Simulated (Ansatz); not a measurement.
**NO (nitric oxide) at UCCSDTQ/STO-3G**

What is the electronic atomisation energy of NO (nitric oxide) at UCCSDTQ/STO-3G? 

The results are computed with Ansatz 0.2.0.

32 further runs of the same task are left out: 2 that didn't finish, 30 set aside as unsound or not needed.

### Step 1. The structure to begin with

NO: 2 atoms, total charge 0, spin state doublet. SMILES: `[N]=O`. Geometry: relaxed at PBE0-D4/def2-TZVP.

Bond lengths: N1–O2 1.140 Å.

### Step 2. A single-point energy at UCCSDTQ/STO-3G

Contents of input.yaml:

```yaml
crystal:
  periodic: [false, false, false]
  atoms:
    - {symbol: N, position_ang: [-0.483620, 0.177030, -0.243990]}
    - {symbol: O, position_ang: [0.483620, -0.177030, 0.243990]}
basis:
  gaussian: {orbitals: STO-3G}
magnetization: {spin_polarized: true, initial_magnetization: 1}
correlation: {method: ccsdtq, frozen_orbitals: {"N": 1, O: 1}}
accuracy: high
scf: {omitted_lower_state_checks: [cluster_reference, increment]}
```

Launch:

```bash
$ ansatz run input.yaml --threads 1 --pin off --max-ram 3480MiB --events-out events.jsonl --progress --plain --runs-dir runs
```

The program printed, cut to the lines that bear on the results:

```text
Warning: RAYON_NUM_THREADS=1 ignored (pool sized by the plan → 1); use --threads N
Functional definition: HF
  name "HF"
[...]
149 factors; integrals over basis functions are off by at most 3.2e-8 eV
[...]
mean field -3470.17433078 eV, -127.5265544874 hartree, gradient 2.5e-8 eV, S^2 0.911108; 2 other end points of the search recorded, 0 dependent functions left out
2 core orbitals not correlated: weight in the atoms' cores, before any rotation towards them, 1.000 or more for the frozen orbitals, at most 0.000 for the correlated occupied ones
reference -3470.17433078 eV, -127.5265544874 hartree; 6, 5 occupied and 2, 3 virtual orbitals, 149 factors
second order -2.61741245 eV of doubles, -0.00000000 eV of singles
cycle   1  -2.82753551 eV  change   -2.1e-1 eV  update   8.9e-2
[...]
cycle  26  -3.46189514 eV  change  -6.6e-10 eV  update  1.0e-10
Total energy: -3473.63622592 eV, -127.6537767872 hartree
Checks for a lower state left out: cluster_reference, increment
```

Run time: 31 s. Hardware: 1 thread of Arm Neoverse V1, shared host; peak memory 0.27 GiB.

### Step 3. The N atom at the same level

Contents of run.yaml:

```yaml
crystal:
  periodic: [false, false, false]
  atoms:
    - {symbol: N, position_ang: [0.000000, 0.000000, 0.000000]}
basis:
  gaussian:
    orbitals: STO-3G
magnetization:
  spin_polarized: true
  initial_magnetization: 3
correlation:
  method: ccsdtq
  frozen_orbitals: {"N": 1}
accuracy: high
scf:
  omitted_lower_state_checks: [cluster_reference, increment]
```

Run the same way, it converges to -53.71901 Eh (log not shown).

### Step 4. The O atom

Contents of run.yaml:

```yaml
basis:
  gaussian: {orbitals: STO-3G}
crystal:
  periodic: [false, false, false]
  atoms:
    - symbol: O
      position_ang: [0.000000, 0.000000, 0.000000]
magnetization: {spin_polarized: true, initial_magnetization: 2}
correlation: {method: ccsdtq, frozen_orbitals: {O: 1}}
accuracy: high
scf: {omitted_lower_state_checks: [cluster_reference, increment]}
```

Run the same way, it converges to -73.80415 Eh (log not shown).

### Step 5. What came out

Level: UCCSDTQ/STO-3G, 2 core orbitals frozen.

```
                                             quantity          value
                               molecule: total energy  -127.65378 Eh
molecule: correlation energy (2 core orbitals frozen)     -127.2 mEh
          molecule: ⟨S²⟩ of the reference determinant          0.911
                              molecule: T1 diagnostic          0.051
                                 N atom: total energy   -53.71901 Eh
   N atom: correlation energy (1 core orbital frozen)        0.0 mEh
            N atom: ⟨S²⟩ of the reference determinant          3.750
                                N atom: T1 diagnostic          0.000
                                 O atom: total energy   -73.80415 Eh
   O atom: correlation energy (1 core orbital frozen)        0.0 mEh
            O atom: ⟨S²⟩ of the reference determinant          2.000
                                O atom: T1 diagnostic          0.000
                        electronic atomisation energy       3.554 eV
```

In words: Taking the molecule apart into free atoms costs 3.55 eV (82 kcal/mol), before zero-point energy and without spin-orbit coupling. In a minimal basis such a difference can be off by several eV, whatever the method. ⟨S²⟩ (molecule) is 0.91 where a pure doublet has 0.75: the reference is spin-contaminated.
